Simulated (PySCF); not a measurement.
# C2H4B2O: electronic excitations

Wanted: the electronic excitations of C2H4B2O (`BOBC#C`), by calculation.

The runs use PySCF 2.14.0, with density-fitted response routines of our own; the level of theory stands in each step. All values are computed, except where a source is named. Atoms count from 0, in the outputs and in this text.

## Step 1: Starting geometry

9 atoms, charge 0, multiplicity 1; geometry from: GFN2-xTB.

Bonds of the start (Å): B0–O1 1.29, O1–B2 1.30, B2–C3 1.53, C3–C4 1.20, B0–H5 1.18, B0–H6 1.18, B2–H7 1.18, C4–H8 1.05.

## Step 2: TDDFT and polarisability: wB97X-D/def2-SVPD

What the job is given:

```
{"job": {"kind": "uv", "xc": "wB97X-D", "basis": "def2-SVPD", "nstates": 8, "ntriplets": 3}, "charge": 0, "multiplicity": 1}
B     -1.975822    -0.471029     0.428162
O     -0.910932     0.211187     0.156903
B      0.171734     0.882474    -0.113181
C      1.499488     0.158968    -0.343452
C      2.547208    -0.401916    -0.529555
H     -2.244240    -0.707189     1.553653
H     -2.671254    -0.840308    -0.452045
H      0.131246     2.062413    -0.181838
H      3.466134    -0.888607    -0.689349
```

Level: TDDFT wB97X-D/def2-SVPD, vertical, gas phase, core orbitals frozen in the response.

Launch:

```bash
OMP_NUM_THREADS=1 python probes_run.py task.json out
```

One launch serves the whole session: the jobs run in the order shown.

Predict these results of the whole session: lowest singlet (wB97X-D/def2-SVPD); brightest single state of those computed; lowest triplet.

As calculated:

| quantity | value |
| --- | --- |
| lowest singlet (wB97X-D/def2-SVPD) | 5.15 eV (241 nm), f = 0.000 |
| brightest single state of those computed | state 6, 7.39 eV, f = 0.233 |
| lowest triplet | 4.65 eV |

**Reading.** The first singlet state (HOMO→LUMO 0.96) lies at 5.15 eV and is dark; of the 8 states computed, the strongest absorption comes from state 6 at 7.39 eV. The lowest triplet lies 0.50 eV below the lowest singlet (triplets in Tamm-Dancoff, singlets in full TDDFT).
